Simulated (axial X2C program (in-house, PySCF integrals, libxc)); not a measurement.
**BrSc⁺: bond curves with and without spin–orbit coupling**

What are the state, bond length, wavenumber and bond energy of BrSc⁺, and what does spin–orbit coupling change?

The runs use an in-house X2C program for linear molecules on PySCF integrals; all-electron X2C, Br dyall-cv3z, Sc dyall-cv3z.

All values are calculated.

## (1) The job

The input, task.json:

```json
{"zs": [35, 21], "q": 1, "bas": ["dyall-cv3z", "dyall-cv3z"], "levels": ["PBE0", "HF", "r2SCAN0"], "cc": true, "r0": 2.62, "thr": -1.0, "nmax": 90, "npts": 10, "nst": 2, "ntry": 6}
```

Keys: zs atomic numbers; q charge; bas basis sets; levels methods (HF also brings MP2); cc coupled cluster on or off; r0 starting distance in Å; thr threshold in hartree for freezing inner shells (an s shell follows its p shell); nmax most natural virtual spinors; npts points asked for on the curve; nst determinants followed; ntry starts of the search.

Command:

```bash
$ python so2c.py task.json out
```

Spin-free means the one-electron spin-free X2C Hamiltonian; two-component (2c) means X2C with spin–orbit coupling and atomic mean-field two-electron Coulomb and Gaunt terms. Basis: Br dyall-cv3z contracted to [8s9p6d4f1g], Sc dyall-cv3z contracted to [10s11p7d5f2g]; Gaussian nuclei, density fitting. Masses: Br 78.918 u, Sc 44.956 u.

Notation: σ, π±, δ± give the projection m of an orbital's angular momentum (0, ±1, ±2), α and β its spin, Λ and M_S the sums; ω is the projection of a spinor's total angular momentum and Ω the sum. Logs are in hartree.

The results follow Hamiltonian by Hamiltonian and level by level.

## (2) Which state to follow

PBE0 moves the distance from 2.620 Å to 2.372 Å and compares determinants there.

Spin-free determinants:

| ΔE (eV) | state | open shells |
| --- | --- | --- |
| 0.00 | M_S = 1/2, Λ = 2 | beyond closed shells: δ+α |
| 0.06 | M_S = 1/2, Λ = 0 | beyond closed shells: σα |
| 0.28 | M_S = 1/2, Λ = 1 | beyond closed shells: π+α |
| 3.90 | M_S = 3/2, Λ = 3 | beyond closed shells: σα, π+α, π+β, π-α, δ+α |
| 3.90 | M_S = 3/2, Λ = 1 | beyond closed shells: σα, π+α, π-α, π-β, δ+α |
| 3.92 | M_S = 1/2, Λ = 3 | beyond closed shells: σα, π+α, π+β, π-β, δ+α |
| 3.93 | M_S = 1/2, Λ = 1 | beyond closed shells: σα, π+β, π-α, π-β, δ+α |

Two-component determinants:

```tsv
ΔE (eV)	state	open shells
0.00	Ω = 3/2	excess of +ω over −ω: ω = 3/2
0.02	Ω = 5/2	excess of +ω over −ω: ω = 5/2
0.07	Ω = 1/2	excess of +ω over −ω: ω = 1/2
3.76	Ω = 9/2	excess of +ω over −ω: ω = 1/2, ω = 3/2, ω = 5/2
3.76	Ω = 5/2	excess of +ω over −ω: ω = -1/2, 2 × ω = 3/2
3.94	Ω = 7/2	excess of +ω over −ω: ω = 1/2, 2 × ω = 3/2
4.03	Ω = 1/2	excess of +ω over −ω: 2 × ω = -1/2, ω = 3/2
```

## (3) PBE0, spin-free

State followed: M_S = 1/2, Λ = 2 (beyond closed shells: δ+α). The scan is laid around 2.372 Å, a first estimate of the minimum, and this SCF restarts from the orbitals of the search.

The SCF at the reference distance of 2.372 Å:

```text
spin-free X2C-1e  PBE0
basis functions 233  fitting functions 1262  grid points 5802
iter        total energy     max residual
   1      -3369.931397702     6.02e-05
   2      -3369.931397754     3.22e-05
   3      -3369.931397771     1.56e-05
   4      -3369.931397772     9.86e-06
converged
one-electron -4987.67215433  Coulomb 1585.48064839  exact exchange -32.36064237  xc functional -99.35279501  nuclear repulsion 163.97354554
```

Along the bond, energies from the lowest point:

```tsv
R (Å)	E (eV)	μ (D)	HOMO (eV)	LUMO (eV)	iterations
2.159	0.4082	9.25	-10.15	-7.88	26
2.230	0.1600	9.76	-10.33	-7.94	27
2.301	0.0332	10.25	-10.51	-8.02	25
2.372	0.0000	10.75	-10.68	-8.10	4
2.455	0.0512	11.31	-10.88	-8.19	24
2.538	0.1734	11.87	-11.07	-8.29	19
2.645	0.4030	12.56	-11.30	-8.42	22
```

Dipoles are positive if Sc is the positive end and refer to the centre of mass.

Outer orbitals at the reference distance:

```csv
symmetry,occupied,ε (eV),atomic character
σβ,yes,-26.10,"74% Br s, 8% Sc d, 8% Sc p"
σα,yes,-26.05,"74% Br s, 8% Sc d, 8% Sc p"
σα,yes,-13.92,"75% Br p, 12% Sc d, 6% Sc s"
σβ,yes,-13.90,"76% Br p, 10% Sc d, 6% Sc s"
π+β,yes,-13.04,"78% Br p, 12% Sc d, 4% Sc f"
π-β,yes,-13.04,"78% Br p, 12% Sc d, 4% Sc f"
π+α,yes,-13.03,"76% Br p, 13% Sc d, 4% Sc f"
π-α,yes,-13.02,"77% Br p, 13% Sc d, 4% Sc f"
δ+α,yes,-10.68,100% Sc d
σα,no,-8.10,"66% Sc s, 26% Sc d, 6% Sc p"
σβ,no,-7.46,"71% Sc s, 17% Sc d, 9% Sc p"
π+α,no,-7.16,"84% Sc d, 7% Sc p, 6% Br p"
δ-α,no,-7.14,100% Sc d
```

PBE0 fields in the half plane through the axis: z from -2.4 to 4.5 Å across, distance from the axis 0.15 to 2.25 Å upwards; Br lies at z = 0 and Sc at z = 2.372 Å; the ELF is damped to zero where the density is low.

log10 density (e/bohr³). Ten even steps from '0' (-5.15 ) to '9' (1.44 ):
```
001122233333222222211100
011223333333333332221100
112333444444433333322110
122344555554444444432211
123445556655555555443221
223455666666556666544321
233456677766566777654322
234456789876667897764322
```

ELF. Ten even steps from '0' (0.00 ) to '9' (0.87 ):
```
000000011111000000000000
000001233433100000000000
000124566665310000000000
000246788887510011000000
001468999998610243100000
002589975799613898410000
013689524259517989841000
014798282828539192972000
```

Re = 2.366 Å, ωe = 371 cm⁻¹, ωexe = 0.843 cm⁻¹, Be = 0.1051 cm⁻¹, De = 3.93 eV, μ = 10.70 D.

## (4) HF, spin-free

Output at 2.372 Å:

```text
spin-free X2C-1e  HF
basis functions 233  fitting functions 1262  grid points 5802
iter        total energy     max residual
   1      -3367.660529867     2.33e-01
   2      -3367.691249482     1.45e-02
   3      -3367.693404413     2.13e-02
   4      -3367.693815858     2.85e-03
   5      -3367.693854110     1.57e-03
   6      -3367.693859613     3.94e-04
   7      -3367.693860175     7.29e-05
   8      -3367.693860251     5.26e-05
   9      -3367.693860270     1.46e-05
  10      -3367.693860276     8.76e-06
  11      -3367.693860277     3.36e-06
  12      -3367.693860277     4.93e-07
converged
one-electron -4987.54402237  Coulomb 1585.42197229  exact exchange -129.54535574  xc functional 0.00000000  nuclear repulsion 163.97354554
```

Re = 2.440 Å, ωe = 354 cm⁻¹, ωexe = 0.748 cm⁻¹, Be = 0.09882 cm⁻¹, De = 2.54 eV, μ = 12.90 D.

## (5) r2SCAN0, spin-free

Output at 2.372 Å:

```text
spin-free X2C-1e  r2SCAN0
basis functions 233  fitting functions 1262  grid points 5802
iter        total energy     max residual
   1      -3370.311291344     5.97e-02
   2      -3370.313098882     4.69e-03
   3      -3370.313130115     1.54e-02
   4      -3370.313489508     5.32e-04
   5      -3370.313490371     2.65e-04
   6      -3370.313491141     6.38e-05
   7      -3370.313491161     2.36e-05
   8      -3370.313491167     1.20e-05
converged
one-electron -4987.92179518  Coulomb 1585.76007992  exact exchange -32.37049366  xc functional -99.75482779  nuclear repulsion 163.97354554
```

Re = 2.367 Å, ωe = 374 cm⁻¹, ωexe = 0.817 cm⁻¹, Be = 0.105 cm⁻¹, De = 3.72 eV, μ = 11.02 D.

## (6) MP2 and beyond, spin-free

Correlated methods: 9 electrons correlated (frozen shells, counted by type: Br 3 s, 2 p, 1 d; Sc 3 s, 2 p), 317 virtual spinors in MP2, 90 natural virtuals in coupled cluster.

Output of the correlated part at 2.372 Å:

```text
correlated 9  virtual 317  natural virtual 90  E(MP2) -0.186407314  MP2 remainder -0.003920456
iter   CCSD correlation   residual
   1     -0.192824713   8.25e-02
   2     -0.196508923   3.39e-02
   3     -0.197828910   1.47e-02
   4     -0.197864869   5.54e-03
   5     -0.197893969   1.60e-03
   6     -0.197900247   5.54e-04
   7     -0.197899299   1.78e-04
   8     -0.197900115   6.60e-05
   9     -0.197899392   2.52e-05
  10     -0.197899355   9.96e-06
  11     -0.197899267   4.04e-06
  12     -0.197899285   1.71e-06
(T) -0.008769939  T1 0.0201  D1 0.0261  max T2 0.039
```

T1 in the output is the amplitude norm over the root of the electron number; divide by √2 for the Lee–Taylor value.

MP2: Re = 2.425 Å, ωe = 355 cm⁻¹, Be = 0.1001 cm⁻¹, De = 3.76 eV.

CCSD: Re = 2.423 Å, ωe = 356 cm⁻¹, ωexe = 0.767 cm⁻¹, Be = 0.1002 cm⁻¹, De = 3.61 eV. T1 at Re = 0.014 (Lee–Taylor, the printed value over √2).

CCSD(T): Re = 2.423 Å, ωe = 356 cm⁻¹, ωexe = 0.771 cm⁻¹, Be = 0.1003 cm⁻¹, De = 3.73 eV. T1 at Re = 0.014 (Lee–Taylor, the printed value over √2).

## (7) A higher determinant, spin-free

State: M_S = 1/2, Λ = 0 (beyond closed shells: σα).

Output at the reference distance:

```text
spin-free X2C-1e  PBE0
basis functions 233  fitting functions 1262  grid points 5802
iter        total energy     max residual
   1      -3369.929069500     4.23e-05
   2      -3369.929069516     3.54e-05
   3      -3369.929069526     7.48e-06
converged
one-electron -4985.97562632  Coulomb 1583.69726652  exact exchange -32.33562678  xc functional -99.28862849  nuclear repulsion 163.97354554
```

```tsv
R (Å)	E above the lowest PBE0 point (eV)
2.159	0.286
2.230	0.112
2.301	0.047
2.372	0.063
2.455	0.159
2.538	0.313
2.645	0.567
```

Re = 2.319 Å, ωe = 376 cm⁻¹, ωexe = 0.98 cm⁻¹, Be = 0.1094 cm⁻¹, μ = 9.67 D. Te = 0.04 eV.

## (8) The spin-free curves together

Energy (eV) of the followed determinant, spin-free, from each level's lowest point:

```tsv
R (Å)	PBE0	HF	MP2	CCSD	CCSD(T)	r2SCAN0
2.159	0.408	0.747	0.654	0.649	0.642	0.420
2.230	0.160	0.379	0.317	0.313	0.309	0.166
2.301	0.033	0.151	0.114	0.110	0.108	0.035
2.372	0.000	0.032	0.014	0.012	0.011	0.000
2.455	0.051	0.000	0.000	0.000	0.000	0.051
2.538	0.173	0.055	0.069	0.070	0.071	0.174
2.645	0.403	0.216	0.244	0.248	0.248	0.407
```

## (9) PBE0, 2c

State followed: Ω = 3/2 (excess of +ω over −ω: ω = 3/2). The scan is laid around 2.372 Å, a first estimate of the minimum, and this SCF restarts from the orbitals of the search.

Output at 2.372 Å:

```text
two-component X2C + atomic mean field  PBE0
basis functions 233  fitting functions 1262  grid points 5802
iter        total energy     max residual
   1      -3368.868794581     6.27e-05
   2      -3368.868794586     1.85e-05
converged
one-electron -4984.91625601  Coulomb 1584.89409519  exact exchange -32.34850646  xc functional -99.31573546  nuclear repulsion 163.97354554  atomic mean-field constant -1.15593738
```

Along the bond, energies from the lowest point:

```tsv
R (Å)	E (eV)	μ (D)	HOMO (eV)	LUMO (eV)	iterations
2.159	0.4109	9.24	-10.15	-7.87	27
2.230	0.1617	9.74	-10.33	-7.94	30
2.301	0.0341	10.24	-10.51	-8.01	26
2.372	0.0000	10.73	-10.69	-8.09	2
2.455	0.0502	11.29	-10.89	-8.19	25
2.538	0.1714	11.85	-11.08	-8.28	23
2.645	0.3996	12.54	-11.31	-8.41	20
```

Dipoles are positive if Sc is the positive end and refer to the centre of mass.

Outer spinors at the reference distance:

| ω | occupied | ε (eV) | atomic character | λ mixture |
| --- | --- | --- | --- | --- |
| 1/2 | yes | -26.11 | 74% Br s, 8% Sc d, 8% Sc p | 100% σ |
| -1/2 | yes | -26.06 | 74% Br s, 8% Sc d, 8% Sc p | 100% σ |
| -1/2 | yes | -13.98 | 76% Br p, 11% Sc d, 6% Sc s | 94% σ, 6% π |
| 1/2 | yes | -13.95 | 77% Br p, 10% Sc d, 6% Sc s | 93% σ, 7% π |
| -1/2 | yes | -13.14 | 78% Br p, 12% Sc d, 4% Sc f | 94% π, 6% σ |
| 1/2 | yes | -13.13 | 77% Br p, 13% Sc d, 4% Sc f | 93% π, 7% σ |
| 3/2 | yes | -12.89 | 77% Br p, 12% Sc d, 4% Sc f | 100% π |
| -3/2 | yes | -12.88 | 76% Br p, 14% Sc d, 4% Sc f | 100% π |
| 3/2 | yes | -10.69 | 100% Sc d | 100% δ |
| -1/2 | no | -8.09 | 66% Sc s, 26% Sc d, 6% Sc p | 100% σ |
| 1/2 | no | -7.46 | 71% Sc s, 18% Sc d, 9% Sc p | 100% σ |
| 1/2 | no | -7.17 | 85% Sc d, 6% Sc p, 5% Br p | 100% π |
| -5/2 | no | -7.13 | 100% Sc d | 100% δ |

PBE0 fields in the half plane through the axis: z from -2.4 to 4.5 Å across, distance from the axis 0.15 to 2.25 Å upwards; Br lies at z = 0 and Sc at z = 2.372 Å; the ELF is damped to zero where the density is low.

log10 density (e/bohr³). Ten even steps from ' ' (-5.15 ) to '@' (1.44 ):
```
    ....::::::----------::::::::::::::......    
  ....::::------------------------::::::....    
....::------==============------------::::....  
..::::--====++++++++++================--::::....
..::--====++++++****++++++++++++++++====--::::..
::::--==++++************++++********++====--::..
::----==++****######****++****######**++==--::::
::--====++**##%%@@%%##******##%%@@####**==--::::
```

ELF. Ten even steps from '0' (0.00 ) to '9' (0.87 ):
```
000000011111000000000000
000001233433100000000000
000124566665310000000000
000246788887510011000000
001468999998610243100000
002589975799613898410000
013689524259517989841000
014798282828539192972000
```

Re = 2.367 Å, ωe = 370 cm⁻¹, ωexe = 0.846 cm⁻¹, Be = 0.1051 cm⁻¹, De = 3.84 eV, μ = 10.69 D.

## (10) HF, 2c

Output at 2.372 Å:

```text
two-component X2C + atomic mean field  HF
basis functions 233  fitting functions 1262  grid points 5802
iter        total energy     max residual
   1      -3366.598578508     2.40e-01
   2      -3366.629334392     1.46e-02
   3      -3366.631508697     2.21e-02
   4      -3366.631924620     2.87e-03
   5      -3366.631963861     1.62e-03
   6      -3366.631969540     4.17e-04
   7      -3366.631970188     8.02e-05
   8      -3366.631970341     8.66e-05
   9      -3366.631970467     6.71e-05
  10      -3366.631970650     5.92e-05
  11      -3366.631970846     8.42e-05
  12      -3366.631971111     8.54e-05
  13      -3366.631971344     5.41e-05
  14      -3366.631971467     2.57e-05
  15      -3366.631971496     1.07e-05
  16      -3366.631971499     4.59e-06
  17      -3366.631971499     1.17e-06
converged
one-electron -4984.78724488  Coulomb 1584.83460831  exact exchange -129.49694308  xc functional 0.00000000  nuclear repulsion 163.97354554  atomic mean-field constant -1.15593738
```

Re = 2.441 Å, ωe = 353 cm⁻¹, ωexe = 0.749 cm⁻¹, Be = 0.09874 cm⁻¹, De = 2.39 eV, μ = 12.89 D.

## (11) r2SCAN0, 2c

Output at 2.372 Å:

```text
two-component X2C + atomic mean field  r2SCAN0
basis functions 233  fitting functions 1262  grid points 5802
iter        total energy     max residual
   1      -3369.248100909     5.99e-02
   2      -3369.249909973     4.54e-03
   3      -3369.249946345     1.56e-02
   4      -3369.250307677     4.93e-04
   5      -3369.250308618     2.24e-04
   6      -3369.250309402     6.84e-05
   7      -3369.250309455     3.74e-05
   8      -3369.250309488     2.83e-05
   9      -3369.250309497     8.50e-06
converged
one-electron -4985.16714388  Coulomb 1585.17486822  exact exchange -32.35838441  xc functional -99.71725759  nuclear repulsion 163.97354554  atomic mean-field constant -1.15593738
```

Re = 2.368 Å, ωe = 373 cm⁻¹, ωexe = 0.818 cm⁻¹, Be = 0.105 cm⁻¹, De = 3.68 eV, μ = 11.02 D.

## (12) Correlated methods, 2c

Correlated methods: 9 electrons correlated (frozen shells, counted by type: Br 3 s, 2 p, 1 d; Sc 3 s, 2 p), 317 virtual spinors in MP2, 90 natural virtuals in coupled cluster.

Output of the correlated part at 2.372 Å:

```text
correlated 9  virtual 317  natural virtual 90  E(MP2) -0.186351942  MP2 remainder -0.003924711
iter   CCSD correlation   residual
   1     -0.192776308   8.25e-02
   2     -0.196463817   3.39e-02
   3     -0.197781558   1.47e-02
   4     -0.197817775   5.55e-03
   5     -0.197847030   1.61e-03
   6     -0.197853293   5.58e-04
   7     -0.197852339   1.81e-04
   8     -0.197853165   6.81e-05
   9     -0.197852423   2.69e-05
  10     -0.197852392   1.17e-05
  11     -0.197852298   6.18e-06
  12     -0.197852322   4.25e-06
  13     -0.197852315   3.31e-06
(T) -0.008763799  T1 0.0201  D1 0.0258  max T2 0.039
```

MP2: Re = 2.426 Å, ωe = 355 cm⁻¹, Be = 0.1 cm⁻¹, De = 3.62 eV.

CCSD: Re = 2.424 Å, ωe = 356 cm⁻¹, ωexe = 0.772 cm⁻¹, Be = 0.1002 cm⁻¹, De = 3.48 eV. T1 at Re = 0.014 (Lee–Taylor, the printed value over √2).

CCSD(T): Re = 2.423 Å, ωe = 355 cm⁻¹, ωexe = 0.776 cm⁻¹, Be = 0.1002 cm⁻¹, De = 3.60 eV. T1 at Re = 0.014 (Lee–Taylor, the printed value over √2).

## (13) A higher determinant, 2c

State: Ω = 5/2 (excess of +ω over −ω: ω = 5/2).

Output at the reference distance:

```text
two-component X2C + atomic mean field  PBE0
basis functions 233  fitting functions 1262  grid points 5802
iter        total energy     max residual
   1      -3368.868182834     2.83e-05
   2      -3368.868182842     8.75e-06
converged
one-electron -4984.90604030  Coulomb 1584.88404237  exact exchange -32.34845226  xc functional -99.31534081  nuclear repulsion 163.97354554  atomic mean-field constant -1.15593738
```

```tsv
R (Å)	E above the lowest PBE0 point (eV)
2.159	0.427
2.230	0.178
2.301	0.051
2.372	0.017
2.455	0.067
2.538	0.188
2.645	0.417
```

Re = 2.367 Å, ωe = 370 cm⁻¹, ωexe = 0.847 cm⁻¹, Be = 0.1051 cm⁻¹, μ = 10.69 D. Te = 0.02 eV.

## (14) The 2c curves together

Energy (eV) of the followed determinant, 2c, from each level's lowest point:

```tsv
R (Å)	PBE0	HF	MP2	CCSD	CCSD(T)	r2SCAN0
2.159	0.411	0.751	0.658	0.653	0.645	0.423
2.230	0.162	0.383	0.320	0.316	0.311	0.168
2.301	0.034	0.153	0.115	0.112	0.110	0.036
2.372	0.000	0.033	0.015	0.013	0.012	0.000
2.455	0.050	0.000	0.000	0.000	0.000	0.050
2.538	0.171	0.053	0.068	0.069	0.070	0.172
2.645	0.400	0.214	0.242	0.245	0.245	0.404
```

Time for the job: 3.4 min (1 thread of Intel Xeon 6975P-C (Granite Rapids), shared host); peak memory 0.66 GiB.

## (15) Results

Lowest determinant that the search found at its distance, spin-free: M_S = 1/2, Λ = 2 (beyond closed shells: δ+α).

Lowest determinant that the search found at its distance, 2c: Ω = 3/2 (excess of +ω over −ω: ω = 3/2).

```tsv
Hamiltonian	level	Re (Å)	ωe (cm⁻¹)	De (eV)	μ (D)
spin-free	PBE0	2.366	371	3.93	10.70
spin-free	HF	2.440	354	2.54	12.90
spin-free	MP2	2.425	355	3.76	n/a
spin-free	CCSD	2.423	356	3.61	n/a
spin-free	CCSD(T)	2.423	356	3.73	n/a
spin-free	r2SCAN0	2.367	374	3.72	11.02
2c	PBE0	2.367	370	3.84	10.69
2c	HF	2.441	353	2.39	12.89
2c	MP2	2.426	355	3.62	n/a
2c	CCSD	2.424	356	3.48	n/a
2c	CCSD(T)	2.423	355	3.60	n/a
2c	r2SCAN0	2.368	373	3.68	11.02
```

Dipoles are positive if Sc is the positive end and refer to the centre of mass.

Time per point (s) on 1 thread of Intel Xeon 6975P-C (Granite Rapids), shared host (2c runs; CCSD comes with the CCSD(T) run); the times are rough: PBE0 1.7, HF 1.3, MP2 1.6, CCSD(T) 4.4, r2SCAN0 2.5.

At CCSD(T), going from spin-free to two-component changes Re by +1 mÅ, ωe by -0.1 %; the spin-free picture holds up (part of it comes from the scalar share of the two-electron terms). De moves by -0.14 eV; both De rest on single-determinant atoms, which can miss part of an open shell's spin–orbit lowering.

De refers to Br + Sc+, each in the lowest determinant found, which need not be this curve's own limit. The state is a single determinant with fixed occupations, the lowest that a limited PBE0 search found. De is counted from the lowest determinant-based energies of the atoms at the same level, without counterpoise correction. Density functionals use the spin component along the axis (collinear). CCSD and (T) use frozen natural virtuals with an MP2 correction for the truncation. The meta-GGAs lack a current-density term, which matters for open shells with orbital currents, atoms included. With the outer-core shells frozen, correlated bond lengths of heavy atoms tend to come out a few hundredths of an ångström too long.
